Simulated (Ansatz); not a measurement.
# C2H6Cl2Si: one species, many methods

The task here is to estimate one member of a computed series from the others.

Method: functionals in def2-TZVPP, the program's frozen cores in correlated methods; program: Ansatz 0.2.0, Gaussian basis.

Plan: PBE-D4, r2SCAN-D4, PBE0-D4, B3LYP-D4, ωB97X-V, ωB97M-V, B2PLYP; CCSD(T)/def2-TZVPP; MP2/def2-QZVPP; extrapolation to the limit.

## The relaxed structure

The geometry comes from an earlier relaxation with PBE0-D4 in a triple-zeta def2 set; it is a stationary point, not always the lowest conformer.

SMILES `C[SiH2]C(Cl)Cl`, 11 atoms, charge 0, spin multiplicity 1.

Atoms are counted from 1 here; the program's logs count them from 0.

Bond lengths: C1–Si2 1.859 Å, C1–H6 1.092 Å, C1–H7 1.092 Å, C1–H8 1.092 Å, Si2–C3 1.903 Å, Si2–H9 1.487 Å, Si2–H10 1.487 Å, C3–Cl4 1.778 Å, C3–Cl5 1.778 Å, C3–H11 1.088 Å. Angles: Si2–C1–H6 110.6°, Si2–C1–H7 110.4°, Si2–C1–H8 110.6°, H6–C1–H7 108.4°, H6–C1–H8 108.5°, H7–C1–H8 108.4°, C1–Si2–C3 109.9°, C1–Si2–H9 112.2°, C1–Si2–H10 112.2°, C3–Si2–H9 106.5°, C3–Si2–H10 106.5°, H9–Si2–H10 109.3°, Si2–C3–Cl4 109.8°, Si2–C3–Cl5 109.8°, Si2–C3–H11 113.3°, Cl4–C3–Cl5 111.3°, Cl4–C3–H11 106.3°, Cl5–C3–H11 106.3°.

As a file:

```mol
C2H6Cl2Si
  3D, bonds by distance, orders not assigned

 11 10  0  0  0  0  0  0  0  0999 V2000
   -0.9695    1.1294    0.4923 C   0  0
    0.5294    0.0392    0.6314 Si  0  0
    0.6223   -1.1308   -0.8662 C   0  0
   -0.8163   -2.1755   -0.9037 Cl  0  0
    0.7703   -0.1816   -2.3628 Cl  0  0
   -0.9224    1.7316   -0.4171 H   0  0
   -1.0298    1.8037    1.3494 H   0  0
   -1.8798    0.5275    0.4628 H   0  0
    0.4841   -0.8257    1.8397 H   0  0
    1.7938    0.8212    0.6343 H   0  0
    1.4831   -1.7961   -0.8394 H   0  0
  1  2  8  0
  2  3  8  0
  3  4  8  0
  3  5  8  0
  1  6  8  0
  1  7  8  0
  1  8  8  0
  2  9  8  0
  2 10  8  0
  3 11  8  0
M  END
```

The first run:

in.yaml reads:

```yaml
crystal:
  periodic: [false, false, false]
  atoms:
    - {symbol: C, position_ang: [-0.969475, 1.129375, 0.492255]}
    - {symbol: Si, position_ang: [0.529439, 0.039213, 0.631411]}
    - {symbol: C, position_ang: [0.622349, -1.130779, -0.866244]}
    - {symbol: Cl, position_ang: [-0.816267, -2.175486, -0.903709]}
    - {symbol: Cl, position_ang: [0.770286, -0.181612, -2.362790]}
    - {symbol: H, position_ang: [-0.922409, 1.731592, -0.417058]}
    - {symbol: H, position_ang: [-1.029802, 1.803713, 1.349411]}
    - {symbol: H, position_ang: [-1.879776, 0.527527, 0.462828]}
    - {symbol: H, position_ang: [0.484096, -0.825680, 1.839732]}
    - {symbol: H, position_ang: [1.793789, 0.821215, 0.634313]}
    - {symbol: H, position_ang: [1.483070, -1.796077, -0.839445]}
basis:
  gaussian: {orbitals: def2-TZVPP}
hamiltonian: {xc: pbe, dispersion: d4}
output: {forces: true, orbitals: {seedname: orbitals}}
```

Command:

```sh
ansatz run in.yaml --threads 4 --pin off --events-out ev --progress --plain --max-ram 10444MiB
```

Steps of the session up to this table: PBE-D4 (GGA); r2SCAN-D4 (meta-GGA); PBE0-D4 (hybrid); B3LYP-D4 (hybrid); ωB97X-V (range-separated); ωB97M-V (range-separated); B2PLYP (double hybrid); CCSD(T) in def2-TZVPP; MP2 in def2-QZVPP.

One of the session's tables, all rows but one given; the rest of the session is left out.

| method | atomisation energy (kcal/mol) |
| --- | --- |
| PBE-D4 | 898.5 |
| r2SCAN-D4 | ? |
| PBE0-D4 | 888.3 |
| B3LYP-D4 | 881.5 |
| ωB97X-V | 889.0 |
| ωB97M-V | 889.2 |
| B2PLYP | 871.3 |
| HF/def2-TZVPP | 653.7 |
| MP2/def2-TZVPP | 874.0 |
| CCSD/def2-TZVPP | 848.6 |
| CCSD(T)/def2-TZVPP | 861.9 |
| MP2/CBS | 897.8 |
| CCSD(T)/CBS | 885.7 |

**Question.** Estimate the row for r2SCAN-D4.

**Answer.** atomisation energy (kcal/mol): 888.5. In the column «atomisation energy (kcal/mol)» it lies between PBE0-D4 (888.3) and ωB97X-V (889.0).

To keep in mind: Free atoms (2 C, 1 Si, 2 Cl, 6 H) were run apart at each level; the atomisation energy is their sum less the molecule, without zero-point or spin-orbit terms.
